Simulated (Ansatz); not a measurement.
# SnCl2 (SMILES [Cl][Sn][Cl]) at wB97X/def2-SVP (core potential)

Aim: the vertical ionisation energy of SnCl2 at wB97X/def2-SVP (core potential), from 2 runs. 

Program for the calculation: Ansatz 0.2.0.

32 further runs of the same task are left out: 32 set aside as unsound or not needed.

## 1. The structure to begin with

SnCl2: 3 atoms, total charge 0, spin state singlet. SMILES: `[Cl][Sn][Cl]`. Geometry: relaxed at PBE0-D4/def2-TZVP.

Bond lengths: Cl1–Sn2 2.363 Å, Sn2–Cl3 2.363 Å. Angles: Cl1–Sn2–Cl3 98.4°.

## 2. A single-point energy at wB97X/def2-SVP (core potential)

Contents of in.yaml:

```yaml
crystal:
  periodic: [false, false, false]
  atoms:
    - symbol: Cl
      position_ang: [1.154200, 1.220700, 0.756000]
    - symbol: Sn
      position_ang: [-0.796900, 0.518900, -0.376600]
    - symbol: Cl
      position_ang: [-0.368200, -1.804500, -0.392600]
basis:
  gaussian:
    orbitals: def2-SVP
hamiltonian:
  xc: {name: wB97X}
accuracy: high
output: {orbitals: {seedname: orbitals}}
```

The run is started by

```console
ansatz run in.yaml --threads 1 --pin off --max-ram 3480MiB --events-out events.jsonl --progress --plain --runs-dir runs
```

Standard output:

```text
Warning: RAYON_NUM_THREADS=1 ignored (pool sized by the plan → 1); use --threads N
Functional definition: wB97X
  name "wB97X"
  parameter omega = 0.3/bohr
  parameter cx = 0.157706
  parameter cx1 = 0.726479
  parameter cx2 = 1.04760
  parameter cx3 = -5.70635
  parameter cx4 = 13.2794
  parameter css1 = -4.33879
  parameter css2 = 18.2308
  parameter css3 = -31.7430
  parameter css4 = 17.2901
  parameter cos1 = 2.37031
  parameter cos2 = -11.3995
  parameter cos3 = 6.58405
  parameter cos4 = -3.78132
  exchange = spin_sum(e_x_unif_sr(omega)*poly(b97_u_x, 1 - cx, cx1, cx2, cx3, cx4)) + cx*exact_x_sr(omega)
      + exact_x_lr(omega)
  correlation = spin_sum(e_c_pw_same_spin*poly(b97_u_same, 1, css1, css2, css3, css4))
      + integral(e_c_pw_opposite_spin*poly(b97_u_opposite, 1, cos1, cos2, cos3, cos4))
1269 factors; integrals over basis functions are off by at most 6.3e-9 eV
286 factors; integrals over basis functions are off by at most 1.5e-9 eV
mean field evaluation 1: about -30871.1782 eV, gradient 2.1e1 eV
mean field evaluation 2: about -30871.9310 eV, gradient 1.8e1 eV
mean field evaluation 4: about -30872.7530 eV, gradient 2.3e-1 eV
mean field evaluation 8: about -30872.7809 eV, gradient 8.1e-3 eV
mean field evaluation 16: about -30872.7809 eV, gradient 6.5e-6 eV
mean field -30872.78089352 eV, -1134.5537715143 hartree, gradient 4.9e-8 eV, S^2 0.000000; 0 other end points of the search recorded, 0 dependent functions left out
reference -30872.78089127 eV, -1134.5537714316 hartree; 28, 28 occupied and 34, 34 virtual orbitals, 1269 factors
Total energy: -30872.78089127 eV, -1134.5537714316 hartree
```

It took 16 s on 1 thread of Arm Neoverse V1, shared host; peak memory 0.35 GiB.

## 3. The doublet cation, same level

Contents of job.yaml:

```yaml
crystal:
  periodic: [false, false, false]
  atoms:
    - symbol: Cl
      position_ang: [1.154200, 1.220700, 0.756000]
    - symbol: Sn
      position_ang: [-0.796900, 0.518900, -0.376600]
    - symbol: Cl
      position_ang: [-0.368200, -1.804500, -0.392600]
basis:
  gaussian:
    orbitals: def2-SVP
total_charge: 1
magnetization:
  spin_polarized: true
  initial_magnetization: 1
hamiltonian:
  xc: {name: wB97X}
accuracy: high
output: {orbitals: {seedname: orbitals}}
```

The run is started by

```console
ansatz run job.yaml --threads 1 --pin off --max-ram 3480MiB --events-out events.jsonl --progress --plain --runs-dir runs
```

Standard output, shortened:

```text
Warning: RAYON_NUM_THREADS=1 ignored (pool sized by the plan → 1); use --threads N
Functional definition: wB97X
  name "wB97X"
[...]
      + exact_x_lr(omega)
[...]
      + integral(e_c_pw_opposite_spin*poly(b97_u_opposite, 1, cos1, cos2, cos3, cos4))
1268 factors; integrals over basis functions are off by at most 6.3e-9 eV
286 factors; integrals over basis functions are off by at most 1.5e-9 eV
[...]
mean field -30862.52997376 eV, -1134.1770571615 hartree, gradient 4.0e-8 eV, S^2 0.767515; 3 other end points of the search recorded, 0 dependent functions left out
reference -30862.52997148 eV, -1134.1770570776 hartree; 28, 27 occupied and 34, 35 virtual orbitals, 1268 factors
Total energy: -30862.52997148 eV, -1134.1770570776 hartree
```

Run time: 53 s. Hardware: 1 thread of Arm Neoverse V1, shared host; peak memory 0.62 GiB.

## 4. Outcome

Level: wB97X/def2-SVP (core potential).

| quantity | value |
| --- | --- |
| singlet SnCl2: total energy | -1134.55377 Eh |
| singlet SnCl2: HOMO energy | -9.96 eV |
| singlet SnCl2: LUMO energy | -1.13 eV |
| singlet SnCl2: HOMO–LUMO gap | 8.82 eV |
| doublet cation: total energy | -1134.17706 Eh |
| doublet cation: HOMO energy (highest over α and β) | -16.90 eV |
| doublet cation: LUMO energy (lowest over α and β) | -10.59 eV |
| doublet cation: ⟨S²⟩ | 0.768 |
| vertical ionisation energy (to the doublet cation) | 10.251 eV |

What this shows: Removing an electron at fixed nuclei costs 10.25 eV (989 kJ/mol). The negative HOMO energy of the first species, 9.96 eV, lies 0.29 eV below that difference.
